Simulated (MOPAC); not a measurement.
# CH6FGeN (SMILES C[NH][GeH2][F]): PM6-D3

Wanted: a structure relaxation of CH6FGeN. 

Program for the calculation: MOPAC 23.2.5.

7 further runs of the same task are left out: 7 set aside as unsound or not needed.

### Step 1. The system as given

The species is CH6FGeN (10 atoms), meant as a singlet with charge 0. As SMILES, `C[NH][GeH2][F]`. All atoms were displaced at random from a relaxed shape. The run starts from this shape.

Bond lengths: C1–N2 1.441 Å, N2–Ge3 1.803 Å, Ge3–F4 1.767 Å, C1–H5 1.099 Å, C1–H6 1.069 Å, C1–H7 1.117 Å, N2–H8 1.014 Å, Ge3–H9 1.515 Å, Ge3–H10 1.515 Å. Some angles: C1–N2–Ge3 123.4°, N2–Ge3–F4 110.9°, C1–N2–H8 113.0°, Ge3–N2–H8 115.6°, N2–C1–H5 112.3°, N2–C1–H6 112.3°, N2–C1–H7 108.4°, N2–Ge3–H9 109.8°, N2–Ge3–H10 109.7°, F4–Ge3–H9 103.5°.

### Step 2. A structure relaxation at PM6-D3

File ch6fgen.mop:

```
GNORM=0.02 CYCLES=300 EF PRECISE DISP BONDS PM6-D3 THREADS=1 AUX(PRECISION=6)
CH6FGeN optimise
C[NH][GeH2][F]
C      0.102135 +1     1.076966 +1    -0.935907 +1
N     -0.605350 +1     0.341549 +1     0.080870 +1
Ge     0.135405 +1    -0.997658 +1     1.034116 +1
F      0.435996 +1    -2.407763 +1     0.012163 +1
H      0.129308 +1     0.540940 +1    -1.895282 +1
H     -0.308835 +1     2.050920 +1    -1.092569 +1
H      1.165699 +1     1.190810 +1    -0.614069 +1
H     -1.594900 +1     0.242638 +1    -0.118387 +1
H      1.521246 +1    -0.593426 +1     1.493567 +1
H     -0.850033 +1    -1.489242 +1     2.073898 +1
```

Command:

```
$ mopac ch6fgen.mop
```

What values should one expect? Wanted: total energy at the end; dipole moment; HOMO energy; LUMO energy; HOMO–LUMO gap; dispersion energy; heat of formation.

Answer, from the run:

Level: PM6-D3.

| quantity | value |
| --- | --- |
| total energy at the end | -34.39249 Eh |
| dipole moment | 2.62 D |
| HOMO energy | -9.28 eV |
| LUMO energy | 0.93 eV |
| HOMO–LUMO gap | 10.21 eV |
| dispersion energy | -6.18 kJ/mol |
| heat of formation | -67.0 kcal/mol |

**Reading.** At the final geometry: Bond lengths: C1–N2 1.482 Å, N2–Ge3 1.798 Å, Ge3–F4 1.784 Å, C1–H5 1.104 Å, C1–H6 1.105 Å, C1–H7 1.103 Å, N2–H8 1.024 Å, Ge3–H9 1.500 Å, Ge3–H10 1.501 Å. Some angles: C1–N2–Ge3 119.1°, N2–Ge3–F4 106.9°, C1–N2–H8 109.3°, Ge3–N2–H8 117.3°, N2–C1–H5 114.1°, N2–C1–H6 109.1°, N2–C1–H7 111.0°, N2–Ge3–H9 110.9°, N2–Ge3–H10 108.6°, F4–Ge3–H9 103.6°. The optimisation took 51 steps and changed the energy by -0.116 eV.
